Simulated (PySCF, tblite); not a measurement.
# C5H9N2O radical: geometry, infrared bands and EPR parameters

Aim: predict the infrared bands and EPR parameters of C5H9N2O radical (`CC(C)C1=NC[N]O1`).

Computed with tblite 0.8.0 and PySCF 2.14.0, with density-fitted response routines of our own, on a single molecule in the gas phase. Atoms are numbered from 0 throughout.

### Step 1. The molecule as given

17 atoms, charge 0, multiplicity 2; geometry from: force field or distance geometry start.

Bonds of the start (Å): C0–C1 1.52, C1–C2 1.50, C1–C3 1.50, C3–N4 1.28, N4–C5 1.47, C5–N6 1.45, N6–O7 1.42, O7–C3 1.35, C0–H8 1.09, C0–H9 1.09, C0–H10 1.11, C1–H11 1.11, C2–H12 1.10, C2–H13 1.10, C2–H14 1.10, C5–H15 1.11, C5–H16 1.09.

### Step 2. Geometry optimisation with GFN2-xTB

What the job is given:

```
{"job": {"kind": "relax", "xc": "GFN2-xTB", "basis": "xTB"}, "charge": 0, "multiplicity": 2}
C     -1.319100     0.301900     1.393600
C     -0.865700    -0.491900     0.174900
C     -1.616700    -0.109600    -1.071200
C      0.609300    -0.289500    -0.034700
N      1.191500     0.828100    -0.276500
C      2.609300     0.452600    -0.395600
N      2.704700    -0.978800    -0.168800
O      1.367500    -1.405800     0.072600
H     -1.188400     1.378000     1.241900
H     -0.762700     0.025300     2.292600
H     -2.391000     0.119300     1.594900
H     -1.043400    -1.563600     0.385000
H     -1.506300     0.958600    -1.298000
H     -1.264900    -0.677500    -1.941600
H     -2.699600    -0.294800    -0.953900
H      3.186900     1.022800     0.357900
H      2.981500     0.736800    -1.383200
```

Started as:

```sh
$ OMP_NUM_THREADS=1 python probes_run.py task.json out
```

One launch serves the whole session: the jobs run in the order shown.

What it wrote:

```text
step      E/eV     max force
  0    -683.45107    2.667
  1    -683.61561    0.943
  2    -683.63439    0.322
  3    -683.63822    0.206
  4    -683.64160    0.118
  5    -683.64254    0.079
  6    -683.64341    0.055
  7    -683.64373    0.044
  8    -683.64417    0.044
  9    -683.64452    0.043
 10    -683.64488    0.047
 11    -683.64514    0.035
 12    -683.64532    0.028
 13    -683.64542    0.026
 14    -683.64549    0.023
 15    -683.64557    0.026
 16    -683.64568    0.031
 17    -683.64582    0.033
 18    -683.64595    0.031
 19    -683.64606    0.029
 20    -683.64616    0.024
 21    -683.64623    0.025
 22    -683.64629    0.016
 23    -683.64632    0.017
 24    -683.64635    0.015
 25    -683.64639    0.020
 26    -683.64642    0.017
 27    -683.64646    0.016
 28    -683.64650    0.019
 29    -683.64656    0.026
 30    -683.64665    0.033
 31    -683.64674    0.035
 32    -683.64680    0.031
 33    -683.64686    0.023
 34    -683.64691    0.024
 35    -683.64697    0.025
 36    -683.64701    0.015
 37    -683.64703    0.006
```

Run time: 0.43 s. Hardware: 1 thread of AMD EPYC, shared host; peak memory 0.18 GiB.

Along the way: (not every step is listed)

```tsv
step	energy from step 0 (eV)	largest force (eV/Å)
0	0.0000	2.6665
1	-0.1645	0.9428
2	-0.1833	0.3218
3	-0.1872	0.2063
4	-0.1905	0.1179
5	-0.1915	0.0792
6	-0.1923	0.0547
7	-0.1927	0.0437
8	-0.1931	0.0442
10	-0.1938	0.0472
12	-0.1943	0.0280
14	-0.1944	0.0234
16	-0.1946	0.0307
18	-0.1949	0.0306
20	-0.1951	0.0242
22	-0.1952	0.0157
24	-0.1953	0.0151
26	-0.1954	0.0170
28	-0.1954	0.0187
30	-0.1956	0.0329
32	-0.1957	0.0311
33	-0.1958	0.0234
34	-0.1958	0.0239
35	-0.1959	0.0254
36	-0.1959	0.0152
37	-0.1960	0.0064
```

Close pairs (by a distance rule), those that changed most:

```tsv
bond	before (Å)	after (Å)	change (Å)
N6–O7	1.424	1.351	-0.073
N4–C5	1.472	1.434	-0.038
C1–C2	1.504	1.529	+0.025
C5–N6	1.452	1.429	-0.024
C0–H10	1.106	1.087	-0.019
C2–H14	1.105	1.087	-0.018
C1–C3	1.504	1.488	-0.016
C1–H11	1.106	1.095	-0.012
```

The end geometry stands in the next job.

### Step 3. Infrared spectrum with GFN2-xTB

What the job is given:

```
{"job": {"kind": "ir", "xc": "GFN2-xTB", "basis": "xTB"}, "charge": 0, "multiplicity": 2}
C     -1.329850     0.302258     1.396215
C     -0.865313    -0.512999     0.188532
C     -1.626764    -0.104607    -1.073473
C      0.591296    -0.294548    -0.022888
N      1.185790     0.802962    -0.275345
C      2.573604     0.460921    -0.386345
N      2.686545    -0.946645    -0.169232
O      1.421673    -1.367194     0.052971
H     -1.136236     1.357447     1.223401
H     -0.802018    -0.005893     2.295642
H     -2.395824     0.157719     1.551578
H     -1.013431    -1.580014     0.382157
H     -1.438610     0.942786    -1.293502
H     -1.309426    -0.701288    -1.925335
H     -2.693633    -0.250598    -0.925628
H      3.176125     1.017616     0.348418
H      2.969077     0.734108    -1.377077
```

What it wrote:

```text
mode    cm-1     km/mol
  1     -18.6      0.13
  2     132.5      0.24
  3     183.0      0.28
  4     200.8      0.00
  5     245.2      0.36
  6     303.0      2.10
  7     324.5     25.31
  8     363.8      4.55
  9     463.9      1.15
 10     667.1      0.13
 11     688.6     13.25
 12     846.8      9.07
 13     908.8      1.91
 14     923.2      2.80
 15     950.0      4.32
 16     965.7     11.42
 17     987.9      0.01
 18    1012.1     60.09
 19    1032.3      0.29
 20    1055.9     23.94
 21    1070.9     41.92
 22    1101.5     89.04
 23    1135.4      9.43
 24    1136.0      0.27
 25    1179.4      0.01
 26    1227.8     20.39
 27    1297.8      0.41
 28    1341.3     17.40
 29    1395.2     11.81
 30    1397.4      4.72
 31    1411.0      3.30
 32    1482.6      3.36
 33    1488.9      0.41
 34    1492.4      7.88
 35    1500.5      5.00
 36    1640.6     84.37
 37    2807.0      6.61
 38    2873.2     11.61
 39    2953.8     24.43
 40    3038.0     21.38
 41    3041.0     13.88
 42    3043.7     16.98
 43    3045.9     53.76
 44    3053.3      3.79
 45    3056.6     30.97
```

Wall time 1.1 s (1 thread of AMD EPYC, shared host); peak memory 0.18 GiB.

The strongest bands and the atoms that carry them (share of the mass-weighted mode):

```tsv
cm⁻¹	km/mol	atoms
324	25.3	N4 30 %, H15 18 %, H16 18 %
1012	60.1	N6 37 %, C5 15 %, H16 15 %, H15 14 %
1071	41.9	N6 47 %, O7 33 %, C5 11 %
1102	89.0	C3 45 %
1641	84.4	C3 61 %, N4 34 %
2954	24.4	H11 92 %
3046	53.8	H10 49 %, H14 44 %
3057	31.0	H8 51 %, H12 42 %
```

### Step 4. EPR parameters: B3LYP/pcH-1

The job, as its differences from that of step 3:

```diff
@@ -1,2 +1,2 @@
-{"job": {"kind": "ir", "xc": "GFN2-xTB", "basis": "xTB"}, "charge": 0, "multiplicity": 2}
+{"job": {"kind": "epr", "basis": "pcH-1"}, "charge": 0, "multiplicity": 2}
 C     -1.329850     0.302258     1.396215
```

With the program's defaults for keys left out, this is: UKS B3LYP, pcH-1 on C H N O, non-relativistic, mean-field spin-orbit, GIAO.

What it wrote:

```text
UKS, coarse grid
  cycle   1  E = -380.52723209  |g| = 4.45e-01
  cycle   2  E = -380.45424557  |g| = 6.21e-01
  cycle   3  E = -380.60373126  |g| = 1.21e-01
  cycle   4  E = -380.60862818  |g| = 5.66e-02
  cycle   5  E = -380.60992664  |g| = 1.99e-02
  cycle   6  E = -380.61006045  |g| = 9.73e-03
  cycle   7  E = -380.61009744  |g| = 1.64e-03
  cycle   8  E = -380.61009965  |g| = 1.26e-03
  cycle   9  E = -380.61010016  |g| = 3.07e-04
UKS, final grid
  cycle   1  E = -380.61008655  |g| = 3.89e-04
  cycle   2  E = -380.61008647  |g| = 5.96e-04
  cycle   3  E = -380.61008663  |g| = 6.14e-05
  cycle   4  E = -380.61008663  |g| = 3.87e-05
  cycle   5  E = -380.61008663  |g| = 2.24e-05
E = -380.61008663 Eh   <S^2> = 0.7554 (exact 0.7500)
g shifts (ppm)      1          2          3
  rmc          -250       -250       -250
  gc            -26         51         34
  oz_so         -49       2711       4155
  total        -325       2512       3939
hyperfine (MHz)  atom isotope    a_iso     a_fc   dipolar eigenvalues
    0   13C      -2.09      -2.09     -0.25     -0.06      0.31
    1   13C       0.03       0.03     -0.46     -0.31      0.77
    2   13C      -2.09      -2.09     -0.25     -0.06      0.32
    3   13C     -10.80     -10.80     -8.63      2.80      5.83
    4   14N       2.49       2.49     -3.77     -2.96      6.73
    5   13C     -40.30     -40.30     -3.15     -0.17      3.32
    6   14N      34.01      34.01    -41.60    -39.38     80.98
    7   17O     -18.15     -18.15    -60.30     28.48     31.82
    8    1H       0.24       0.24     -0.88     -0.76      1.64
    9    1H       0.05       0.05     -1.10     -0.83      1.92
   10    1H      -0.83      -0.83     -0.52     -0.44      0.96
   11    1H      -0.47      -0.47     -1.86     -1.64      3.50
   12    1H       0.25       0.25     -0.88     -0.76      1.64
   13    1H       0.05       0.05     -1.10     -0.83      1.93
   14    1H      -0.83      -0.83     -0.52     -0.44      0.96
   15    1H     177.07     177.07     -5.84     -3.53      9.37
   16    1H     176.69     176.69     -5.85     -3.53      9.38
```

Wall time 100 s (1 thread of AMD EPYC, shared host); peak memory 0.96 GiB.

Principal g values 2.00199, 2.00483, 2.00626; g(iso) = 2.00436, against 2.00232 for a free electron.

Mean a(iso) over the nuclei that a row names, and the largest dipolar term of the row (other rows stand at the frozen geometry):

```tsv
nuclei	isotope	a(iso) (MHz)	a(iso) (G, at g = 2.0023)	largest dipolar term (MHz)
H15, H16	1H	176.9	63.1	9.4
C5	13C	-40.3	-14.4	3.3
N6	14N	34.0	12.1	81.0
O7	17O	-18.2	-6.5	-60.3
C3	13C	-10.8	-3.9	-8.6
N4	14N	2.5	0.9	6.7
C0, C2	13C	-2.1	-0.7	0.3
H11	1H	-0.5	-0.2	3.5
H8, H9, H10, H12, H13, H14	1H	-0.2	-0.1	1.9
C1	13C	0.0	0.0	0.8
```

Mulliken spin populations:

C0 0.00; C1 0.00; C2 0.00; C3 -0.04; N4 0.07; C5 -0.08; N6 0.78; O7 0.12; H8 0.00; H9 0.00; H10 0.00; H11 0.00; H12 0.00; H13 0.00; H14 0.00; H15 0.08; H16 0.08

In first order the couplings over 0.8 MHz of 1H, 14N give 27 distinct lines over 152.3 G, if the averaged nuclei exchange fast.

Orbitals, density, ELF and potential are computed afterwards from the orbital file.

ELF in a plane through or near 5 of the atoms.

Values, 10 rows by 14 columns:
```
0.00 0.00 0.00 0.00 0.00 0.00 0.00 0.00 0.00 0.00 0.00 0.00 0.00 0.00
0.00 0.00 0.00 0.00 0.00 0.00 0.00 0.01 0.06 0.01 0.00 0.00 0.00 0.00
0.00 0.00 0.00 0.00 0.00 0.00 0.00 0.61 0.94 0.26 0.07 0.02 0.00 0.00
0.00 0.00 0.45 0.76 0.12 0.04 0.07 0.22 0.78 0.70 0.99 0.91 0.00 0.00
0.00 0.01 0.58 0.93 0.57 0.36 0.71 0.13 0.72 0.72 0.98 0.82 0.00 0.00
0.00 0.01 0.15 0.58 0.16 0.63 0.77 0.56 0.69 0.18 0.13 0.02 0.00 0.00
0.00 0.01 0.73 0.91 0.37 0.15 0.38 0.07 0.25 0.66 1.00 0.96 0.01 0.00
0.00 0.00 0.02 0.14 0.01 0.00 0.00 0.57 0.95 0.39 0.62 0.30 0.00 0.00
0.00 0.00 0.00 0.00 0.00 0.00 0.00 0.17 0.59 0.08 0.01 0.00 0.00 0.00
0.00 0.00 0.00 0.00 0.00 0.00 0.00 0.00 0.00 0.00 0.00 0.00 0.00 0.00
```
The map spans 11.5 Å across and 9.5 Å up, centred on the molecule. Atoms in the plane (x, y in Å): C0 (1.5, -1.3), C2 (1.5, 1.3), C5 (-2.6, 0.0), H10 (2.6, -1.3), H14 (2.6, 1.3).

On the surface of density 0.002 e/bohr³ the electrostatic potential runs, from the 1st to the 99th percentile, from -1.55 V near N6 to 0.95 V near H15.

The spin density lies nearest to N6 63 %; O7 14 %; H15, H16 about 6 % each.

### Step 5. What came out

```
                                 quantity                      value
strongest single infrared mode (GFN2-xTB)       1102 cm⁻¹, 89 km/mol
             zero-point energy (GFN2-xTB)              86.4 kcal/mol
                           g(iso) (B3LYP)                    2.00436
                                     ⟨S²⟩         0.755 (exact 0.75)
       largest a(iso) (averaged by class)  1H on H15, H16, 176.9 MHz
    surface potential, 1st and 99th percentile         -1.55 V and 0.95 V
```

In words: The optimisation took 37 steps and gained 0.196 eV; among the close pairs (by a distance rule), N6–O7 changed most, from 1.424 to 1.351 Å. The lowest mode is slightly imaginary (19i cm⁻¹), a soft motion within the noise of the Hessian, so the minimum is not strictly shown. The strongest single mode, at 1102 cm⁻¹, is spread over many atoms; the largest shares are those of C3. GFN2-xTB is a fitted tight-binding method: band positions and strengths are rough. Its intensities can rank the bands wrongly. Most of the unpaired spin sits on N6 (0.78 e). The isotropic g lies 2.0 ppt above the free-electron value.
